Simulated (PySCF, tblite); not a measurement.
# C4H11BClN3: geometry, infrared bands and NMR shifts

Aim: predict the infrared bands and NMR shifts of C4H11BClN3 (`CCC[NH2+][B@-](N)(Cl)C#N`).

The runs use tblite 0.8.0 and PySCF 2.14.0, with density-fitted response routines of our own; the level of theory stands in each step. All values are computed, except where a source is named. Atoms are numbered from 0 throughout.

### 1 The molecule as given

20 atoms, charge 0, multiplicity 1; geometry from: force field or distance geometry start.

Bonds of the start (Å): C0–C1 1.54, C1–C2 1.52, C2–N3 1.48, N3–B4 1.55, B4–N5 1.53, B4–Cl6 1.86, B4–C7 1.56, C7–N8 1.15, C0–H9 1.10, C0–H10 1.11, C0–H11 1.11, C1–H12 1.13, C1–H13 1.11, C2–H14 1.12, C2–H15 1.13, N3–H16 1.04, N3–H17 1.06, N5–H18 1.05, N5–H19 1.04.

### 2 Optimising the geometry with GFN2-xTB

What the job is given:

```
{"job": {"kind": "relax", "xc": "GFN2-xTB", "basis": "xTB"}, "charge": 0, "multiplicity": 1}
C      2.950100     0.070400     0.411400
C      1.741400    -0.715800    -0.117500
C      0.465000     0.104600    -0.036900
N     -0.690000    -0.663500    -0.551700
B     -2.031400     0.114800    -0.506300
N     -2.333100     0.621700     0.907800
Cl    -3.406300    -1.006000    -1.069100
C     -1.972600     1.326700    -1.487800
N     -1.934800     2.216700    -2.219600
H      3.853300    -0.552500     0.354900
H      2.777400     0.361600     1.470700
H      3.089600     0.984600    -0.198100
H      1.626300    -1.639800     0.514300
H      1.947400    -1.020600    -1.162700
H      0.590000     1.037700    -0.648800
H      0.279200     0.408400     1.030300
H     -0.497400    -0.965800    -1.525400
H     -0.800800    -1.536800     0.042800
H     -2.389800    -0.205400     1.547600
H     -3.268700     1.069600     0.915400
```

Run with:

```bash
$ OMP_NUM_THREADS=1 python probes_run.py task.json out
```

The driver reads the jobs from task.json and runs them one after another.

**Question.** This job is followed by: GFN2-xTB harmonic vibrations, gas phase; GIAO PBE0/pcSseg-1 NMR shielding, non-relativistic, gas phase. What will the session give for the following? strongest single infrared mode (GFN2-xTB); zero-point energy (GFN2-xTB); ¹³C shifts against TMS (PBE0/pcSseg-1); ¹H shifts against TMS (PBE0/pcSseg-1, means over atoms taken as alike); ¹⁵N shifts against NH3 (PBE0/pcSseg-1); ¹¹B shifts against BF3·OEt2 (PBE0/pcSseg-1); ³⁵Cl shifts against HCl (PBE0/pcSseg-1); surface potential, 1st and 99th percentile.

As calculated:

| quantity | value |
| --- | --- |
| strongest single infrared mode (GFN2-xTB) | 655 cm⁻¹, 290 km/mol |
| zero-point energy (GFN2-xTB) | 101.4 kcal/mol |
| ¹³C shifts against TMS (PBE0/pcSseg-1) | 130.5, 46.9, 28.7, 13.2 ppm |
| ¹H shifts against TMS (PBE0/pcSseg-1, means over atoms taken as alike) | 3.41, 3.16, 2.92, 2.45, 1.58, 1.39, 1.16, 0.70 ppm |
| ¹⁵N shifts against NH3 (PBE0/pcSseg-1) | 336.1, 99.3, 41.4 ppm |
| ¹¹B shifts against BF3·OEt2 (PBE0/pcSseg-1) | -8.9 ppm |
| ³⁵Cl shifts against HCl (PBE0/pcSseg-1) | 100 ppm |
| surface potential, 1st and 99th percentile | -1.95 V and 2.49 V |

Over 79 steps the energy fell by 0.435 eV; of the close pairs, N3–B4 changed most, 1.552 to 1.667 Å. All 54 modes are real, so the xTB geometry is a minimum. The strongest single mode, at 655 cm⁻¹, has its largest shares on B4, N5 and H19 (the list is cut at 3 atoms). Unscaled tight-binding wavenumbers are off by several per cent, some by more. Its intensities can rank the bands wrongly. At PBE0/pcSseg-1: The widest tensor belongs to N8: span 530 ppm, with a paramagnetic part of -407 ppm.
